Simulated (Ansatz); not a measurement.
This was printed by a script on Ansatz 0.2.0, Python API, for a geometry optimisation of CH9BOSi2, SMILES B[SiH2]OC[SiH3]. What did the script look like? Settings: r2SCAN, def2-SVP basis, multiplicity 1, D3BJ dispersion.

```xyz
14

B    -1.8934   -1.1884    1.5317
Si   -0.0204   -1.2420    1.2919
O     0.5343    0.2446    0.5990
C     0.5049    0.1968   -0.7889
Si    1.0235    1.7948   -1.5253
H    -2.4148   -1.2251    2.5963
H    -2.6121   -0.9805    0.5841
H     0.3619   -2.3651    0.4232
H     0.6102   -1.4247    2.6510
H     1.0636   -0.6206   -1.1963
H    -0.6436    0.0593   -1.0661
H     2.4510    2.0197   -1.1313
H     0.1593    2.9298   -0.9868
H     0.8625    1.7722   -2.9538
```

```console
$ python opt_ch9bosi2.py
DeckWarning: the engine holds no damping parameters fitted to this dispersion correction and functional, so the run takes those fitted to r2scan beside the three-body term, which d3bj leaves out (hamiltonian.dispersion, under Limitations)
E = -19649.701068 eV = -722.1131952 Ha
converged: True  doubts: none
pair        before    after (A)
B0-Si1       1.8890   2.0072
B0-H5        1.1860   1.2096
B0-H6        1.2074   1.2082
Si1-O2       1.7314   1.6800
Si1-H7       1.4704   1.5080
Si1-H8       1.5094   1.4928
O2-C3        1.3890   1.4219
C3-Si4       1.8343   1.8983
C3-H9        1.0706   1.1103
C3-H10       1.1895   1.1106
Si4-H11      1.4979   1.4915
Si4-H12      1.5248   1.4919
Si4-H13      1.4377   1.4962
dipole (D): -0.973 -0.784 -0.491, length 1.342
atom  Mulliken   Lowdin
B       -0.059   -0.084
Si       0.497    0.282
O       -0.525   -0.049
C       -0.035   -0.064
Si       0.399    0.326
H       -0.000   -0.018
H        0.005   -0.020
H       -0.087   -0.069
H       -0.076   -0.062
H        0.058   -0.004
H        0.054   -0.004
H       -0.071   -0.076
H       -0.073   -0.077
H       -0.086   -0.082
```
(Warnings from the package without file and line.)

One script that gives this output:

The script, `opt_ch9bosi2.py`:
```python
"""Relax the CH9BOSi2 molecule."""

from dataclasses import dataclass
import itertools

import ansatz as az
from ase.data import atomic_numbers, covalent_radii
import numpy as np


@dataclass(frozen=True)
class Options:
    basis_set: str = "def2-SVP"
    functional: str = "r2scan"
    dispersion: str = "d3bj"


opts = Options()

GEOMETRY = """
B    -1.89340   -1.18840    1.53170
Si   -0.02040   -1.24200    1.29190
O     0.53430    0.24460    0.59900
C     0.50490    0.19680   -0.78890
Si    1.02350    1.79480   -1.52530
H    -2.41480   -1.22510    2.59630
H    -2.61210   -0.98050    0.58410
H     0.36190   -2.36510    0.42320
H     0.61020   -1.42470    2.65100
H     1.06360   -0.62060   -1.19630
H    -0.64360    0.05930   -1.06610
H     2.45100    2.01970   -1.13130
H     0.15930    2.92980   -0.98680
H     0.86250    1.77220   -2.95380
"""

ch9bosi2 = az.Crystal.molecule()
for line in GEOMETRY.strip().splitlines():
    symbol, *xyz = line.split()
    ch9bosi2 = ch9bosi2.atom(symbol, [float(v) for v in xyz])

job = (
    ch9bosi2.calculation()
    .basis(gaussian=opts.basis_set)
    .functional(opts.functional, dispersion=opts.dispersion)
)
symbols = [site.symbol for site in ch9bosi2.cartesian_sites]
start = np.array([site.position_ang for site in ch9bosi2.cartesian_sites], dtype=float)
report = job.relax(force_tolerance=0.005).run(threads=1).report
end = np.array(report["positions_ang"])

print(f"E = {report['free_energy_ev']:.6f} eV = {report['free_energy_ev'] / 27.211386246:.7f} Ha")
print("converged:", report["converged"], " doubts:", report["published_state_doubts"] or "none")

# pairs closer than 1.2 times the sum of covalent radii, before or after
radius = [covalent_radii[atomic_numbers[s]] for s in symbols]
span = lambda where, i, j: np.linalg.norm(where[i] - where[j])
bonded = [(i, j) for i, j in itertools.combinations(range(len(symbols)), 2) if min(span(start, i, j), span(end, i, j)) < 1.2 * (radius[i] + radius[j])]
print("pair        before    after (A)")
for i, j in bonded:
    print(f"{symbols[i]}{i}-{symbols[j]}{j}".ljust(10), f"{span(start, i, j):8.4f} {span(end, i, j):8.4f}")

charges = report["charge_distribution"]
dipole = np.array(charges["dipole_moment_e_ang"]) * 4.803205
print("dipole (D): {:.3f} {:.3f} {:.3f}, length {:.3f}".format(*dipole, np.linalg.norm(dipole)))
print("atom  Mulliken   Lowdin")
for symbol, m, l in zip(symbols, charges["mulliken_charges_e"], charges["lowdin_charges_e"]):
    print(f"{symbol:4s} {m:9.3f} {l:8.3f}")
```

Total energies depend on the basis set; only differences at equal settings carry meaning. The end point is the stationary point reached from this start; no frequency run checks that it is a minimum, and the basis set is modest. The Löwdin charges here are taken after orthogonalising the functions within each atom; they differ from plain Löwdin charges, and their signs can be unphysical. A dispersion term here runs with damping parameters fitted for another variant or functional. The whole script took 3.4 min on 1 thread of Arm Neoverse V1, on a shared host, peak memory 0.27 GiB.
